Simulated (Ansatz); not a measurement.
**C2H6InS radical: small, medium and large basis sets**

The task here is to estimate one member of a computed series from the others.

The runs use Ansatz 0.2.0, Gaussian basis; one geometry, several basis sets.

Plan: PBE0-D4/def2-SVP; ωB97M-V/def2-SVP; PBE0-D4/def2-QZVPP; ωB97M-V/def2-QZVPP; the functionals' def2-TZVPP values are taken from earlier runs.

## The geometry

An earlier PBE0-D4 in a triple-zeta def2 set relaxation fixed the geometry. In takes the def2 core potential; no spin-orbit term is included.

SMILES `[CH2][In]([CH3])[SH]`, 10 atoms, charge 0, spin multiplicity 2.

Atoms are counted from 1 here; the program's logs count them from 0.

Bond lengths: C1–In2 2.111 Å, C1–H5 1.087 Å, C1–H6 1.087 Å, In2–C3 2.140 Å, In2–S4 2.404 Å, C3–H7 1.091 Å, C3–H8 1.091 Å, C3–H9 1.090 Å, S4–H10 1.343 Å. Angles: In2–C1–H5 122.5°, In2–C1–H6 123.5°, H5–C1–H6 114.1°, C1–In2–C3 130.3°, C1–In2–S4 114.4°, C3–In2–S4 115.3°, In2–C3–H7 109.4°, In2–C3–H8 109.5°, In2–C3–H9 111.3°, H7–C3–H8 108.2°, H7–C3–H9 109.2°, H8–C3–H9 109.2°, In2–S4–H10 94.2°.

Coordinates:

```xyz
10
charge 0, multiplicity 2
C    -1.4583    1.2923    0.7336
In   -0.0138    0.0845   -0.2212
C     1.2265   -1.4713    0.5662
S     0.2731    0.5421   -2.5637
H    -2.0229    2.0556    0.2047
H    -1.7047    1.2107    1.7891
H     2.2748   -1.1906    0.4540
H     1.0580   -2.3906    0.0038
H     1.0153   -1.6513    1.6200
H    -0.6481    1.5188   -2.5865
```

Set-up of the first run:

The input, in.yaml:

```yaml
crystal:
  periodic: [false, false, false]
  atoms:
    - {symbol: C, position_ang: [-1.458262, 1.292306, 0.733578]}
    - {symbol: In, position_ang: [-0.013790, 0.084485, -0.221173]}
    - {symbol: C, position_ang: [1.226527, -1.471330, 0.566229]}
    - {symbol: S, position_ang: [0.273135, 0.542079, -2.563684]}
    - {symbol: H, position_ang: [-2.022902, 2.055569, 0.204652]}
    - {symbol: H, position_ang: [-1.704668, 1.210657, 1.789077]}
    - {symbol: H, position_ang: [2.274784, -1.190606, 0.454020]}
    - {symbol: H, position_ang: [1.057985, -2.390634, 0.003819]}
    - {symbol: H, position_ang: [1.015332, -1.651263, 1.620012]}
    - {symbol: H, position_ang: [-0.648131, 1.518757, -2.586529]}
basis:
  gaussian: {orbitals: def2-SVP}
magnetization: {spin_polarized: true, initial_magnetization: 1}
hamiltonian: {xc: pbe0, dispersion: d4}
output: {orbitals: {seedname: orbitals}}
```

Command:

```
ansatz run in.yaml --threads 4 --pin off --events-out ev --progress --plain --max-ram 10444MiB
```

Steps of the session up to this table: PBE0-D4 in def2-SVP; ωB97M-V in def2-SVP; PBE0-D4 in def2-QZVPP; ωB97M-V in def2-QZVPP.

One of the session's tables, all rows but one given; the rest of the session is left out.

It belongs to the step «Density functionals: the series». 

```
functional       basis  HOMO (eV)  LUMO (eV)
   PBE0-D4    def2-SVP      -6.76      -2.52
   PBE0-D4  def2-TZVPP          ?          ?
   PBE0-D4  def2-QZVPP      -6.90      -2.68
   ωB97M-V    def2-SVP      -8.79      -0.75
   ωB97M-V  def2-TZVPP      -8.93      -1.00
   ωB97M-V  def2-QZVPP      -8.95      -1.05
```

Q: Estimate the row for PBE0-D4, def2-TZVPP from the others.

As computed: HOMO (eV): -6.88; LUMO (eV): -2.65. In the column «HOMO (eV)» it lies between PBE0-D4, def2-QZVPP (-6.90) and PBE0-D4, def2-SVP (-6.76).
